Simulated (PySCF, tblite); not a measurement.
# C8H11GeN: geometry, infrared bands and NMR shifts

Wanted: the infrared bands and NMR shifts of C8H11GeN (`C=C(C)C#[C][Ge@@H]([NH2])[C]#CC`), by calculation.

Computed with tblite 0.8.0 and PySCF 2.14.0, with density-fitted response routines of our own, on a single molecule in the gas phase. Atoms count from 0, in the outputs and in this text.

### 1 Starting geometry

21 atoms, charge 0, multiplicity 1; geometry from: force field or distance geometry start.

Bonds of the start (Å): C0–C1 1.34, C1–C2 1.46, C1–C3 1.44, C3–C4 1.20, C4–Ge5 1.91, Ge5–N6 1.88, Ge5–C7 1.92, C7–C8 1.20, C8–C9 1.48, C0–H10 1.09, C0–H11 1.08, C2–H12 1.14, C2–H13 1.13, C2–H14 1.11, Ge5–H15 1.54, N6–H16 1.04, N6–H17 1.06, C9–H18 1.11, C9–H19 1.11, C9–H20 1.10.

### 2 Relaxing the molecule with GFN2-xTB

What the job is given:

```
{"job": {"kind": "relax", "xc": "GFN2-xTB", "basis": "xTB"}, "charge": 0, "multiplicity": 1}
C     -3.731100    -0.989600     1.282700
C     -2.931200    -0.066200     0.724200
C     -3.261400     1.354300     0.644300
C     -1.651000    -0.470100     0.193900
C     -0.580700    -0.831300    -0.221100
Ge     1.118000    -1.406100    -0.890500
N      1.165000    -1.247000    -2.762500
C      2.409700    -0.238800    -0.092700
C      3.223900     0.490200     0.409000
C      4.222200     1.385900     1.029900
H     -3.340600    -2.004300     1.273600
H     -4.700500    -0.746500     1.695100
H     -4.351200     1.488600     0.953000
H     -3.132300     1.749800    -0.403100
H     -2.657200     1.987300     1.331600
H      1.384100    -2.862300    -0.451100
H      1.638500    -0.337200    -2.958700
H      1.718100    -2.084100    -3.099000
H      4.673600     0.923500     1.935400
H      5.062900     1.582600     0.335500
H      3.712200     2.338200     1.224600
```

On the command line:

```console
OMP_NUM_THREADS=1 python probes_run.py task.json out
```

The driver reads the jobs from task.json and runs them one after another.

Output:

```text
step      E/eV     max force
  0    -745.82153    2.260
  1    -745.97090    2.447
  2    -746.04081    1.611
  3    -746.11378    0.664
  4    -746.14446    0.672
  5    -746.15883    1.180
  6    -746.17150    0.493
  7    -746.17766    0.233
  8    -746.18108    0.143
  9    -746.18528    0.174
 10    -746.18803    0.153
 11    -746.19023    0.092
 12    -746.19166    0.085
 13    -746.19317    0.114
 14    -746.19490    0.115
 15    -746.19658    0.075
 16    -746.19785    0.069
 17    -746.19880    0.062
 18    -746.19963    0.078
 19    -746.20053    0.067
 20    -746.20151    0.069
 21    -746.20250    0.070
 22    -746.20345    0.073
 23    -746.20433    0.072
 24    -746.20521    0.065
 25    -746.20610    0.073
 26    -746.20695    0.074
 27    -746.20771    0.074
 28    -746.20840    0.085
 29    -746.20917    0.081
 30    -746.21022    0.120
 31    -746.21158    0.124
 32    -746.21308    0.085
 33    -746.21464    0.085
 34    -746.21620    0.174
 35    -746.21751    0.263
 36    -746.21965    0.209
 37    -746.22212    0.220
 38    -746.22342    0.200
 39    -746.22492    0.122
 40    -746.22646    0.089
 41    -746.22800    0.105
 42    -746.22980    0.138
 43    -746.23202    0.153
 44    -746.23220    0.243
 45    -746.23442    0.095
 46    -746.23527    0.081
 47    -746.23790    0.117
 48    -746.23878    0.112
 49    -746.24020    0.084
 50    -746.24072    0.056
 51    -746.24111    0.048
 52    -746.24131    0.064
 53    -746.24157    0.037
 54    -746.24179    0.028
 55    -746.24206    0.036
 56    -746.24229    0.030
 57    -746.24253    0.038
 58    -746.24271    0.040
 59    -746.24287    0.032
 60    -746.24300    0.024
 61    -746.24311    0.016
 62    -746.24319    0.016
 63    -746.24325    0.017
 64    -746.24331    0.023
 65    -746.24339    0.027
 66    -746.24347    0.027
 67    -746.24354    0.018
 68    -746.24359    0.015
 69    -746.24363    0.023
 70    -746.24366    0.018
 71    -746.24369    0.020
 72    -746.24373    0.012
 73    -746.24374    0.010
```

Run time: 1.1 s. Hardware: 1 thread of Arm Neoverse N1, shared host; peak memory 0.18 GiB.

Along the way: (not every step is listed)

```tsv
step	energy from step 0 (eV)	largest force (eV/Å)
0	0.0000	2.2602
1	-0.1494	2.4473
2	-0.2193	1.6114
3	-0.2922	0.6641
4	-0.3229	0.6719
5	-0.3373	1.1800
6	-0.3500	0.4931
7	-0.3561	0.2326
8	-0.3595	0.1431
14	-0.3734	0.1149
20	-0.3800	0.0694
26	-0.3854	0.0744
32	-0.3915	0.0852
38	-0.4019	0.2000
44	-0.4107	0.2432
50	-0.4192	0.0556
56	-0.4208	0.0299
62	-0.4217	0.0158
68	-0.4221	0.0151
69	-0.4221	0.0227
70	-0.4221	0.0175
71	-0.4222	0.0200
72	-0.4222	0.0124
73	-0.4222	0.0097
```

Distances of close pairs at the start and the end, largest changes first:

```tsv
bond	before (Å)	after (Å)	change (Å)
Ge5–N6	1.879	1.814	-0.065
C2–H12	1.141	1.087	-0.053
N6–H17	1.058	1.010	-0.048
Ge5–H15	1.544	1.502	-0.042
C1–C2	1.461	1.500	+0.040
C2–H13	1.127	1.090	-0.037
N6–H16	1.044	1.010	-0.034
C8–C9	1.478	1.447	-0.031
```

The next job starts from the end point, and lists it.

### 3 Infrared spectrum with GFN2-xTB

What the job is given:

```
{"job": {"kind": "ir", "xc": "GFN2-xTB", "basis": "xTB"}, "charge": 0, "multiplicity": 1}
C     -3.751001    -1.002708     1.222748
C     -2.904395    -0.117684     0.701785
C     -3.200606     1.348440     0.586423
C     -1.636282    -0.526090     0.216615
C     -0.554299    -0.862329    -0.207005
Ge     1.163679    -1.397684    -0.808294
N      1.126181    -1.363616    -2.621620
C      2.454359    -0.236748    -0.010992
C      3.278813     0.506663     0.458933
C      4.265730     1.388034     1.044699
H     -3.503251    -2.048218     1.288592
H     -4.715442    -0.704354     1.597657
H     -4.186903     1.573153     0.984874
H     -3.158398     1.656427    -0.457868
H     -2.454465     1.925161     1.132301
H      1.460904    -2.816679    -0.415539
H      0.769923    -0.521956    -3.051936
H      1.978270    -1.627760    -3.095207
H      4.676431     0.937757     1.948471
H      5.076015     1.565154     0.337323
H      3.805815     2.341982     1.302270
```

Output:

```text
mode    cm-1     km/mol
  1     -11.9      0.02
  2      26.9      0.06
  3      28.8      0.25
  4      62.5      0.90
  5      83.5      0.52
  6      96.2      0.29
  7     119.4      0.35
  8     156.8      5.00
  9     181.1     15.14
 10     186.1     24.35
 11     220.0     19.79
 12     252.0     18.34
 13     286.1     17.16
 14     294.8     12.38
 15     320.5     10.98
 16     327.1     14.36
 17     399.9     37.67
 18     466.3     29.60
 19     503.0      0.16
 20     506.5      0.33
 21     525.5    262.57
 22     622.4    160.03
 23     655.9     31.45
 24     684.1    216.21
 25     706.6      2.73
 26     790.7    133.61
 27     880.9     28.07
 28     881.2     15.30
 29     969.4      2.07
 30    1016.8      4.76
 31    1017.6      6.17
 32    1019.2      6.58
 33    1039.0      4.26
 34    1059.4      0.10
 35    1278.1     30.80
 36    1383.6      1.05
 37    1390.8      2.55
 38    1408.1      5.28
 39    1452.3      5.96
 40    1452.7      6.23
 41    1470.7      4.37
 42    1481.0      5.88
 43    1498.2     24.35
 44    1676.0     14.94
 45    1972.3    421.52
 46    2264.4     59.03
 47    2305.8    163.99
 48    3000.2     21.07
 49    3001.6     20.81
 50    3007.4     23.45
 51    3008.4     31.48
 52    3020.9     16.66
 53    3042.9     37.26
 54    3105.4     20.56
 55    3135.1     40.32
 56    3426.8      2.06
 57    3453.2      4.56
```

Wall time 1.7 s (1 thread of Arm Neoverse N1, shared host); peak memory 0.18 GiB.

Which atoms move in the most intense modes:

```tsv
cm⁻¹	km/mol	atoms
526	262.6	N6 45 %, H16 27 %, H17 22 %
622	160.0	H15 60 %, H16 15 %, N6 12 %
684	216.2	H15 67 %, H17 15 %, N6 12 %
791	133.6	H16 36 %, H17 30 %, H15 20 %, N6 13 %
1972	421.5	H15 99 %
2264	59.0	C3 54 %, C4 45 %
2306	164.0	C8 54 %, C7 44 %
3135	40.3	H10 61 %, H11 30 %
```

### 4 Nuclear shieldings: PBE0/pcSseg-1

Settings changed since step 3:

```diff
@@ -1,2 +1,2 @@
-{"job": {"kind": "ir", "xc": "GFN2-xTB", "basis": "xTB"}, "charge": 0, "multiplicity": 1}
+{"job": {"kind": "nmr", "xc": "PBE0", "basis": "pcSseg-1"}, "charge": 0, "multiplicity": 1}
 C     -3.751001    -1.002708     1.222748
```

Level: GIAO PBE0/pcSseg-1 NMR shielding, non-relativistic, gas phase.

Output:

```text
coarse grid: 81168 points
cycle   1  E = -2441.9961975403  dE =  5.996e-01  |g| = 1.078e+00  |ddm| = 5.093e+00
cycle   2  E = -2441.9549510318  dE =  4.125e-02  |g| = 1.161e+00  |ddm| = 1.875e+00
cycle   3  E = -2442.1352826659  dE = -1.803e-01  |g| = 1.286e-01  |ddm| = 1.099e+00
cycle   4  E = -2442.1373532696  dE = -2.071e-03  |g| = 7.284e-02  |ddm| = 1.606e-01
cycle   5  E = -2442.1384445858  dE = -1.091e-03  |g| = 2.661e-02  |ddm| = 7.157e-02
cycle   6  E = -2442.1386100855  dE = -1.655e-04  |g| = 6.577e-03  |ddm| = 2.381e-02
cycle   7  E = -2442.1386192431  dE = -9.158e-06  |g| = 1.680e-03  |ddm| = 6.895e-03
final grid: 172792 points
cycle   8  E = -2442.1386215401  dE =  1.090e-06  |g| = 2.669e-03  |ddm| = 4.303e-03
cycle   9  E = -2442.1386155634  dE =  5.977e-06  |g| = 5.518e-03  |ddm| = 6.379e-03
cycle  10  E = -2442.1386231749  dE = -7.612e-06  |g| = 7.402e-04  |ddm| = 4.471e-03
cycle  11  E = -2442.1386232928  dE = -1.179e-07  |g| = 1.278e-04  |ddm| = 6.157e-04
cycle  12  E = -2442.1386232968  dE = -3.957e-09  |g| = 2.298e-05  |ddm| = 1.128e-04
cycle  13  E = -2442.1386232969  dE = -1.346e-10  |g| = 4.321e-06  |ddm| = 2.034e-05
converged SCF energy = -2442.1386232969

GIAO shielding tensors (ppm)
atom      isotropic    diamagn.    paramagn.     s11        s22        s33       span
  0 C       54.523     248.690    -194.166    -63.467     76.690    150.347    213.815
  1 C       52.370     265.836    -213.466    -62.097     61.349    157.858    219.955
  2 C      160.344     246.644     -86.300    145.036    148.876    187.120     42.083
  3 C       74.636     260.918    -186.282    -35.822    -20.495    280.224    316.046
  4 C       89.724     273.696    -183.973     22.069     26.875    220.227    198.159
  5 Ge    1442.691    2755.159   -1312.468   1353.217   1425.830   1549.026    195.810
  6 N      254.631     318.512     -63.880    222.333    261.509    280.051     57.718
  7 C      100.034     273.871    -173.837      9.527     16.891    273.684    264.157
  8 C       78.606     274.380    -195.774    -16.466    -12.573    264.857    281.322
  9 C      181.141     252.704     -71.564    172.767    173.040    197.615     24.848
 10 H       25.923      32.091      -6.168     22.142     24.626     31.000      8.859
 11 H       26.005      28.678      -2.672     22.681     25.222     30.113      7.433
 12 H       29.899      28.827       1.071     25.897     28.294     35.505      9.608
 13 H       29.650      30.165      -0.515     25.943     28.688     34.320      8.376
 14 H       29.603      31.558      -1.955     25.752     28.818     34.239      8.487
 15 H       26.682      28.189      -1.507     20.291     21.129     38.627     18.336
 16 H       31.470      33.394      -1.924     23.722     27.888     42.801     19.079
 17 H       31.698      29.016       2.681     23.684     26.927     44.482     20.797
 18 H       29.675      27.373       2.301     24.565     27.916     36.542     11.977
 19 H       29.731      25.401       4.330     24.565     28.000     36.627     12.062
 20 H       29.692      32.817      -3.125     24.446     28.323     36.307     11.861
```

Wall time 1.8 min (1 thread of Arm Neoverse N1, shared host); peak memory 1.2 GiB.

Shifts follow as δ = σ(reference) − σ, with reference shieldings (ppm) from runs at the same level and on the same kind of geometry: 1H TMS 31.72, 13C TMS 186.9, 15N NH3 267.7, 73Ge GeMe4 1331. The references are single molecules in the gas phase, so shifts against H2O, NH3, PH3, H3PO4 or CFCl3 are not on the usual liquid scales and can be off by tens of ppm. Atoms listed in one row are averaged.

```tsv
atoms	environment	σ (ppm)	δ (ppm)
C1	fully substituted alkene carbon	52.4	134.6
C0	terminal =CH2 carbon	54.5	132.4
C3	alkyne carbon	74.6	112.3
C8	alkyne carbon	78.6	108.3
C4	alkyne carbon	89.7	97.2
C7	alkyne carbon	100.0	86.9
C2	allylic methyl carbon	160.3	26.6
C9	propargylic methyl carbon	181.1	5.8
H10	hydrogen on a terminal =CH2 carbon	25.92	5.79
H11	hydrogen on a terminal =CH2 carbon	26.01	5.71
H15	hydrogen on a germanium bonded to 2 C, N	26.68	5.03
H18, H19, H20	hydrogen on a propargylic methyl carbon	29.70	2.02
H12, H13, H14	hydrogen on an allylic methyl carbon	29.72	2.00
H16, H17	hydrogen on a nitrogen bonded to Ge	31.58	0.13
Ge5	germanium bonded to 2 C, N, H	1443	-112
N6	nitrogen bonded to Ge, 2 H	254.6	13.1
```

The run also stored atomic charges by several schemes (e):

```tsv
atoms	Mulliken	IAO	Hirshfeld	ESP fit
C0	-0.03	-0.30	-0.09	-0.63
C1	-0.57	0.01	0.02	0.37
C2	-0.14	-0.42	-0.11	-0.47
C3	0.19	-0.01	-0.03	-0.06
C4	-0.41	-0.33	-0.16	-0.38
Ge5	1.01	0.97	0.44	1.08
N6	-0.66	-0.80	-0.32	-1.11
C7	-0.39	-0.38	-0.20	-0.72
C8	-0.27	-0.01	-0.04	0.36
C9	-0.16	-0.44	-0.09	-0.57
```

Mayer bond orders: C0–C1 1.95, C1–C2 1.07, C1–C3 1.02, C3–C4 2.52, C4–Ge5 0.85, Ge5–N6 1.00, Ge5–C7 0.78, C7–C8 2.81, C8–C9 1.16.

### 5 What came out

```
                                                              quantity                                                  value
                             strongest single infrared mode (GFN2-xTB)                                  1972 cm⁻¹, 422 km/mol
                                          zero-point energy (GFN2-xTB)                                          98.1 kcal/mol
                                13C shifts against TMS (PBE0/pcSseg-1)  134.6, 132.4, 112.3, 108.3, 97.2, 86.9, 26.6, 5.8 ppm
1H shifts against TMS (PBE0/pcSseg-1, means over atoms taken as alike)                 5.79, 5.71, 5.03, 2.02, 2.00, 0.13 ppm
                             73Ge shifts against GeMe4 (PBE0/pcSseg-1)                                               -112 ppm
                                15N shifts against NH3 (PBE0/pcSseg-1)                                               13.1 ppm
```

What this shows: Over 73 steps the energy fell by 0.422 eV; of the close pairs, Ge5–N6 changed most, 1.879 to 1.814 Å. The lowest mode is slightly imaginary (12i cm⁻¹), a soft motion within the noise of the Hessian, so the minimum is not strictly shown. The strongest single mode, at 1972 cm⁻¹, moves mainly H15. Unscaled tight-binding wavenumbers are off by several per cent, some by more. Its intensities can rank the bands wrongly. The most deshielded carbon is C1 (fully substituted alkene carbon), at 134.6 ppm: the olefinic region. At PBE0/pcSseg-1: Shielding is most anisotropic at C3 (span 316 ppm, paramagnetic term -186 ppm). Spin-orbit coupling is left out, which matters for shieldings and couplings at and beside the heavy atoms.
